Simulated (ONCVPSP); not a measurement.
**An ONCV potential for nickel, from input to tests**

Task: generate the file, and judge it by its errors in other configurations, its logarithmic derivatives, its ghosts and its cutoff.

Program: ONCVPSP 4.0.1. Reference atom: PW91, scalar-relativistic, spherical and spin-unpolarised. All values are calculated.

## 1. Settings

Typed settings, in words:

```json
{"element": "nickel (Ni, Z = 28)", "type": "optimised norm-conserving Vanderbilt (ONCV)", "frozen core": "[Ne]", "valence charge": "18", "reference configuration": "3s2 3p6 3d8 4s1.75 4p0.25", "partial waves": "3s+4s: rc 1.40 bohr, ncon 4, nbas 8, qcut 7.7 1/bohr, 2 projectors; 3p+4p: rc 1.40 bohr, ncon 3, nbas 7, qcut 10.7 1/bohr, 2 projectors; 3d: rc 1.55 bohr, ncon 4, nbas 9, qcut 8.3 1/bohr, 2 projectors, debl 1.6 Ha", "local potential": "polynomial inside 0.90 bohr (lpopt 2, dvloc0 -1 Ha)", "core correction": "not asked for"}
```

## 2. Generation

The input, Ni.dat:

```
# ATOM AND REFERENCE CONFIGURATION
# atsym  z   nc   nv     iexc    psfile
  Ni 28.00    3    5  -109134      upf
#
#   n    l    f
    1    0    2.00
    2    0    2.00
    2    1    6.00
    3    0    2.00
    3    1    6.00
    3    2    8.00
    4    0    1.75
    4    1    0.25
#
# PSEUDOPOTENTIAL AND OPTIMIZATION
# lmax
    2
#
#   l,   rc,      ep,       ncon, nbas, qcut
    0    1.40    0.00    4    8    7.70
    1    1.40    0.00    3    7   10.70
    2    1.55    0.00    4    9    8.30
#
# LOCAL POTENTIAL
# lloc, lpopt,  rc(5),   dvloc0
    4    2    0.90   -1.00
#
# VANDERBILT-KLEINMAN-BYLANDER PROJECTORs
# l, nproj, debl
    0    2    3.00
    1    2    2.60
    2    2    1.60
#
# MODEL CORE CHARGE
# icmod, fcfact, rcfact
    0    0.00    0.00
#
# LOG DERIVATIVE ANALYSIS
# epsh1, epsh2, depsh
   -6.00    5.00    0.04
#
# OUTPUT GRID
# rlmax, drl
    6.00    0.01
#
# TEST CONFIGURATIONS
# ncnf
    4
# nvcnf
#   n    l    f
    5
    3    0    2.00
    3    1    6.00
    3    2    8.00
    4    0    2.00
    4    1    0.00
#
    5
    3    0    2.00
    3    1    6.00
    3    2    8.00
    4    0    1.00
    4    1    0.00
#
    5
    3    0    2.00
    3    1    6.00
    3    2    8.00
    4    0    0.00
    4    1    0.00
#
    5
    3    0    2.00
    3    1    6.00
    3    2    8.00
    4    0    0.00
    4    1    2.00
#
```

Run with:

```sh
$ oncvpsp.x < Ni.dat > Ni.out
```

Q: Predict the outcome of this session. Wanted: cutoffs for 1 and 0.1 mHa per electron, occupied waves; bound ghosts; GHOST(+) flags; largest test error; largest phase difference near zero energy, channels read.

The runs gave:

| quantity | value |
| --- | --- |
| cutoffs for 1 and 0.1 mHa per electron, occupied waves | 37 Ha and 116 Ha |
| bound ghosts | none found |
| GHOST(+) flags | none at low energy |
| largest test error (AE − PS) | +1.8 meV, for 3s2 3p6 3d8 4s0 4p2 (1 test unsolved) |
| largest phase difference near zero energy, channels read | 0.000 rad |

**Reading.** By total energies transferability is very good where solved: the largest error is 1.8 meV on 8.4 eV, for 3s2 3p6 3d8 4s0 4p2. Of the tests 1 gave no usable energy difference, which is a warning in itself. The potential is hard: the looser tolerance needs 37 Ha. The tighter tolerance needs 116 Ha, and converged work needs a cutoff nearer that. The program's ghost test flags no bound state. Near zero energy the phases of the channels with partial waves agree within 0.001 rad.
